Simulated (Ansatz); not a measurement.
Predict the output of the script below (the Ansatz DFT code, driven from Python).

The script, `freq_bfh2se.py`:
```python
"""Harmonic frequencies of BFH2Se at its relaxed geometry."""

import itertools

import ansatz as az
from ase.data import atomic_numbers, covalent_radii
import numpy as np


def main() -> None:
    geometry = (
        az.Crystal.molecule()
        .atom("F", (-0.5697, -1.2363, 1.18))
        .atom("B", (-0.2761, -0.5722, -0.0894))
        .atom("Se", (1.2971, 0.6429, -0.2179))
        .atom("H", (-0.8603, -0.7548, -1.0503))
        .atom("H", (0.4589, 1.8468, 0.1362))
    )

    setup = (
        geometry.calculation()
        .basis(gaussian="def2-SVP")
        .functional("b3lyp")
    )
    symbols = [site.symbol for site in geometry.cartesian_sites]
    start = np.array([site.position_ang for site in geometry.cartesian_sites], dtype=float)
    rep = setup.relax(force_tolerance=0.003).run(threads=1, pin="off").report
    end = np.array(rep["positions_ang"])

    # pairs closer than 1.2 times the sum of covalent radii, before or after
    radius = [covalent_radii[atomic_numbers[s]] for s in symbols]
    span = lambda where, i, j: np.linalg.norm(where[i] - where[j])
    bonded = [(i, j) for i, j in itertools.combinations(range(len(symbols)), 2) if min(span(start, i, j), span(end, i, j)) < 1.2 * (radius[i] + radius[j])]
    print("pair        before    after (A)")
    for i, j in bonded:
        print(f"{symbols[i]}{i}-{symbols[j]}{j}".ljust(10), f"{span(start, i, j):8.4f} {span(end, i, j):8.4f}")

    # frequencies need a stationary point, so they are taken at the relaxed geometry
    minimum = az.Crystal.molecule()
    for symbol, place in zip(symbols, end):
        minimum = minimum.atom(symbol, place.tolist())
    vibrating = (
        minimum.calculation()
        .basis(gaussian="def2-SVP")
        .functional("b3lyp")
        .phonons(temperatures=(298.15, 498.15, 100))
    )
    vib = vibrating.run(threads=1, pin="off").report["vibrations"]
    sums = vib["harmonic_sums"]
    modes = [m["omega_inv_cm"] for m in sums["modes_at_gamma"] if m["rigid_motion"] == "no"]
    for number, w in enumerate(modes, start=1):
        print(f"mode {number:2d} {w:9.1f} 1/cm {w / 8065.544 * 1000:8.2f} meV")
    print("imaginary modes:", sum(w < 0 for w in modes), " zero-point energy:", round(sums["zero_point_energy_ev"], 4), "eV")
    print("T (K)   F_vib (eV)   S_vib (meV/K)   C_vib (meV/K)")
    for row in zip(sums["temperatures_k"], sums["vibrational_free_energy_ev"], vib["entropy_ev_per_k"], vib["heat_capacity_ev_per_k"]):
        print(f"{row[0]:6.1f} {row[1]:11.4f} {1000 * row[2]:13.4f} {1000 * row[3]:15.4f}")


if __name__ == "__main__":
    main()
```

`python freq_bfh2se.py` gives:
```text
pair        before    after (A)
F0-B1        1.4624   1.3235
B1-Se2       1.9920   1.9448
B1-H3        1.1393   1.2036
Se2-H4       1.5091   1.4743
mode  1     288.9 1/cm    35.81 meV
mode  2     381.7 1/cm    47.33 meV
mode  3     636.6 1/cm    78.93 meV
mode  4     771.6 1/cm    95.67 meV
mode  5     817.5 1/cm   101.35 meV
mode  6    1096.9 1/cm   136.00 meV
mode  7    1312.6 1/cm   162.74 meV
mode  8    2422.9 1/cm   300.40 meV
mode  9    2647.3 1/cm   328.22 meV
imaginary modes: 0  zero-point energy: 0.6432 eV
T (K)   F_vib (eV)   S_vib (meV/K)   C_vib (meV/K)
 298.1      0.6289        0.1482          0.2562
 398.1      0.6098        0.2351          0.3448
 498.1      0.5820        0.3200          0.4131
```

What to keep in mind:
- The frequencies are harmonic and unscaled, in a modest basis.
- b3lyp holds the VWN-RPA fit, as in Gaussian; the form of ORCA and Turbomole is b3lyp5.
- Run time: 79 s on 1 thread of Arm Neoverse V1, with other jobs on the host, peak memory 0.21 GiB.
